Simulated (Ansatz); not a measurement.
# HNO2 (nitrous acid) at CCSDTQ/STO-3G

Aim: the electronic atomisation energy of HNO2 (nitrous acid) at CCSDTQ/STO-3G, from 4 runs. 

Program for the calculation: Ansatz 0.2.0.

61 further runs of the same task are left out: 1 that didn't finish, 60 set aside as unsound or not needed.

### Step 1. Starting point

HNO2 has 4 atoms, charge 0, and is taken as a singlet. As SMILES, `O=NO`. The coordinates come from a PBE0-D4/def2-TZVP relaxation.

Bond lengths: O1–N2 1.162 Å, N2–O3 1.397 Å, O3–H4 0.967 Å. Angles: O1–N2–O3 111.2°, N2–O3–H4 102.9°.

### Step 2. A single-point energy at CCSDTQ/STO-3G

Contents of in.yaml:

```yaml
basis:
  gaussian: {orbitals: STO-3G}
crystal:
  periodic: [false, false, false]
  atoms:
    - {symbol: O, position_ang: [0.413650, 0.047230, 1.437260]}
    - {symbol: "N", position_ang: [0.320150, -0.419400, 0.377370]}
    - {symbol: O, position_ang: [-0.362650, 0.434660, -0.492650]}
    - {symbol: H, position_ang: [-0.371140, -0.062490, -1.321980]}
correlation: {method: ccsdtq, frozen_orbitals: {H: 0, "N": 1, O: 1}}
accuracy: high
scf: {omitted_lower_state_checks: [cluster_reference, increment]}
```

Launch:

```console
$ ansatz run in.yaml --threads 1 --pin off --max-ram 3480MiB --events-out events.jsonl --progress --plain --runs-dir runs
```

What it wrote:

```text
Warning: RAYON_NUM_THREADS=1 ignored (pool sized by the plan → 1); use --threads N
Functional definition: HF
  name "HF"
  exchange = exact_x
  correlation = 0
these checks for a lower state are left out or cut short: cluster_reference, increment
275 factors; integrals over basis functions are off by at most 2.3e-8 eV
mean field evaluation 1: about -5491.5900 eV, gradient 2.7e1 eV
mean field evaluation 2: about -5491.7487 eV, gradient 2.7e1 eV
mean field evaluation 4: about -5494.0478 eV, gradient 2.4e0 eV
mean field evaluation 8: about -5494.1180 eV, gradient 2.5e-2 eV
mean field -5494.11499291 eV, -201.9050019446 hartree, gradient 2.8e-8 eV, S^2 0.000000; 0 other end points of the search recorded, 0 dependent functions left out; unrestricted orbitals would lower it
3 core orbitals not correlated: weight in the atoms' cores, before any rotation towards them, 1.000 or more for the frozen orbitals, at most 0.000 for the correlated occupied ones
reference -5494.11499291 eV, -201.9050019446 hartree; 9, 9 occupied and 4, 4 virtual orbitals, 275 factors
second order -4.29244984 eV of doubles, -0.00000000 eV of singles
cycle   1  -4.68711946 eV  change   -3.9e-1 eV  update   9.6e-2
cycle   2  -5.02863776 eV  change   -3.4e-1 eV  update   5.1e-2
cycle   3  -5.23891423 eV  change   -2.1e-1 eV  update   3.2e-2
cycle   4  -5.26366761 eV  change   -2.5e-2 eV  update   1.2e-2
cycle   5  -5.27736342 eV  change   -1.4e-2 eV  update   8.7e-3
cycle   6  -5.27929046 eV  change   -1.9e-3 eV  update   3.6e-3
cycle   7  -5.28072585 eV  change   -1.4e-3 eV  update   2.2e-3
cycle   8  -5.28050671 eV  change    2.2e-4 eV  update   6.7e-4
cycle   9  -5.28040667 eV  change    1.0e-4 eV  update   3.5e-4
cycle  10  -5.28056753 eV  change   -1.6e-4 eV  update   1.7e-4
cycle  11  -5.28056592 eV  change    1.6e-6 eV  update   1.1e-4
cycle  12  -5.28057008 eV  change   -4.2e-6 eV  update   5.9e-5
cycle  13  -5.28056816 eV  change    1.9e-6 eV  update   2.9e-5
cycle  14  -5.28057895 eV  change   -1.1e-5 eV  update   1.5e-5
cycle  15  -5.28056896 eV  change    1.0e-5 eV  update   6.6e-6
cycle  16  -5.28057187 eV  change   -2.9e-6 eV  update   2.8e-6
cycle  17  -5.28057254 eV  change   -6.7e-7 eV  update   1.3e-6
cycle  18  -5.28057289 eV  change   -3.5e-7 eV  update   8.1e-7
cycle  19  -5.28057292 eV  change   -2.3e-8 eV  update   3.9e-7
cycle  20  -5.28057280 eV  change    1.1e-7 eV  update   2.2e-7
cycle  21  -5.28057270 eV  change    1.0e-7 eV  update   1.5e-7
cycle  22  -5.28057262 eV  change    8.1e-8 eV  update   6.9e-8
cycle  23  -5.28057257 eV  change    4.8e-8 eV  update   3.5e-8
cycle  24  -5.28057257 eV  change   -2.0e-9 eV  update   2.4e-8
cycle  25  -5.28057254 eV  change    3.3e-8 eV  update   1.6e-8
cycle  26  -5.28057253 eV  change    1.1e-8 eV  update   1.3e-8
cycle  27  -5.28057252 eV  change    4.7e-9 eV  update   5.0e-9
cycle  28  -5.28057252 eV  change   7.3e-10 eV  update   3.1e-9
cycle  29  -5.28057252 eV  change   -1.3e-9 eV  update   1.1e-9
Total energy: -5499.39556543 eV, -202.0990594054 hartree
Checks for a lower state left out: cluster_reference, increment
```

Wall time 4.8 s (1 thread of Intel Xeon 6975P-C (Granite Rapids), shared host); peak memory 0.16 GiB.

### Step 3. The H atom: a single-point energy at UHF/STO-3G

Contents of in.yaml:

```yaml
crystal:
  periodic: [false, false, false]
  atoms:
    - {symbol: H, position_ang: [0.000000, 0.000000, 0.000000]}
basis:
  gaussian:
    orbitals: STO-3G
magnetization:
  spin_polarized: true
  initial_magnetization: 1
hamiltonian:
  xc: hf
accuracy: high
```

Run the same way, it converges to -0.46658 Eh (log not shown).

### Step 4. The N atom, same level

Contents of in.yaml:

```yaml
crystal:
  periodic: [false, false, false]
  atoms:
    - {symbol: "N", position_ang: [0.000000, 0.000000, 0.000000]}
basis:
  gaussian:
    orbitals: STO-3G
scf:
  omitted_lower_state_checks: [cluster_reference, increment]
correlation:
  method: ccsdtq
  frozen_orbitals: {"N": 1}
magnetization:
  spin_polarized: true
  initial_magnetization: 3
accuracy: high
```

Run the same way, it converges to -53.71901 Eh (log not shown).

### Step 5. The O atom at the same level

Contents of input.yaml:

```yaml
basis:
  gaussian:
    orbitals: STO-3G
crystal:
  periodic: [false, false, false]
  atoms:
    - symbol: O
      position_ang: [0.000000, 0.000000, 0.000000]
accuracy: high
scf:
  omitted_lower_state_checks: [cluster_reference, increment]
magnetization:
  spin_polarized: true
  initial_magnetization: 2
correlation:
  method: ccsdtq
  frozen_orbitals: {O: 1}
```

Run the same way, it converges to -73.80415 Eh (log not shown).

### Step 6. Summary of results

Level: CCSDTQ/STO-3G, 3 core orbitals frozen.

| quantity | value |
| --- | --- |
| molecule: total energy | -202.09906 Eh |
| molecule: correlation energy (3 core orbitals frozen) | -194.1 mEh |
| molecule: T1 diagnostic | 0.022 |
| H atom: total energy | -0.46658 Eh |
| H atom: ⟨S²⟩ | 0.750 |
| N atom: total energy | -53.71901 Eh |
| N atom: correlation energy (1 core orbital frozen) | 0.0 mEh |
| N atom: ⟨S²⟩ of the reference determinant | 3.750 |
| N atom: T1 diagnostic | 0.000 |
| O atom: total energy | -73.80415 Eh |
| O atom: correlation energy (1 core orbital frozen) | 0.0 mEh |
| O atom: ⟨S²⟩ of the reference determinant | 2.000 |
| O atom: T1 diagnostic | 0.000 |
| electronic atomisation energy | 8.304 eV |

In words: Taking the molecule apart into free atoms costs 8.30 eV (801 kJ/mol), before zero-point energy and without spin-orbit coupling. In a minimal basis such a difference can be off by several eV, whatever the method. The restricted solution (molecule) is unstable to spin breaking: an unrestricted one lies lower.
